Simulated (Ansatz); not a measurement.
# RbSi3Ge3: the cost of one run

Program: Ansatz 0.2.0. Level of theory: DFT PBE, scalar-relativistic, plane waves, PAW. These are calculated values, not measurements.

## (1) The system as given

The structure is cubic, space group Pm-3n (No. 223). Conventional cell: a = 6.512 Å, b = 6.512 Å, c = 6.512 Å, α = 90.00°, β = 90.00°, γ = 90.00°. Rb (site symmetry m-3) is surrounded by 12 Si at 3.64 Å and 12 Ge at 3.64 Å. Si (site symmetry -4m2) has 4 Ge at 2.30 Å as nearest neighbours. Ge (site symmetry -4m2) has 4 Si at 2.30 Å as nearest neighbours.

Structure file:

```
CELL_PARAMETERS angstrom
6.51189 0.00000 0.00000
0.00000 6.51189 0.00000
0.00000 0.00000 6.51189
ATOMIC_POSITIONS crystal
Rb 0.50000 0.50000 0.50000
Rb 0.00000 0.00000 0.00000
Si 0.50000 0.00000 0.75000
Si 0.75000 0.50000 0.00000
Si 0.00000 0.75000 0.50000
Si 0.50000 0.00000 0.25000
Si 0.25000 0.50000 0.00000
Si 0.00000 0.25000 0.50000
Ge 0.00000 0.50000 0.75000
Ge 0.75000 0.00000 0.50000
Ge 0.50000 0.75000 0.00000
Ge 0.00000 0.50000 0.25000
Ge 0.25000 0.00000 0.50000
Ge 0.50000 0.25000 0.00000
```

The cell is invented: 4-connected net, two elements alternating, guests in its cages (Pm-3n, No. 223). Its size is a rough estimate.

## (2) Probe: one point on a coarse mesh

Input file input.yaml:

```yaml
crystal:
  lattice:
    - [6.51188777, 0.0, 0.0]
    - [0.0, 6.51188777, 0.0]
    - [0.0, 0.0, 6.51188777]
  atoms:
    - { symbol: Rb, position: [0.5, 0.5, 0.5] }
    - { symbol: Rb, position: [0.0, 0.0, 0.0] }
    - { symbol: Si, position: [0.5, 0.0, 0.75] }
    - { symbol: Si, position: [0.75, 0.5, 0.0] }
    - { symbol: Si, position: [0.0, 0.75, 0.5] }
    - { symbol: Si, position: [0.5, 0.0, 0.25] }
    - { symbol: Si, position: [0.25, 0.5, 0.0] }
    - { symbol: Si, position: [0.0, 0.25, 0.5] }
    - { symbol: Ge, position: [0.0, 0.5, 0.75] }
    - { symbol: Ge, position: [0.75, 0.0, 0.5] }
    - { symbol: Ge, position: [0.5, 0.75, 0.0] }
    - { symbol: Ge, position: [0.0, 0.5, 0.25] }
    - { symbol: Ge, position: [0.25, 0.0, 0.5] }
    - { symbol: Ge, position: [0.5, 0.25, 0.0] }
basis:
  ecutwfc: 420
kpoints:
  mp_grid: { grid: [4, 4, 4] }
hamiltonian:
  xc: pbe
scf:
  occupations: { method: gaussian, width: 0.1 }
  lower_state_search: "off"
output:
  forces: true
  stress: true
  eigenvalues: true
```

Run with:

```sh
> ansatz run input.yaml --threads 1 --pin off --max-ram 2560MiB --backend cpu --events-out ev --progress --plain --runs-dir out
```

**Question.** How long does this run take on 1 thread of Arm Neoverse V1, shared host, and how much memory does it need?

About 17 s, with a peak of 0.57 GiB.
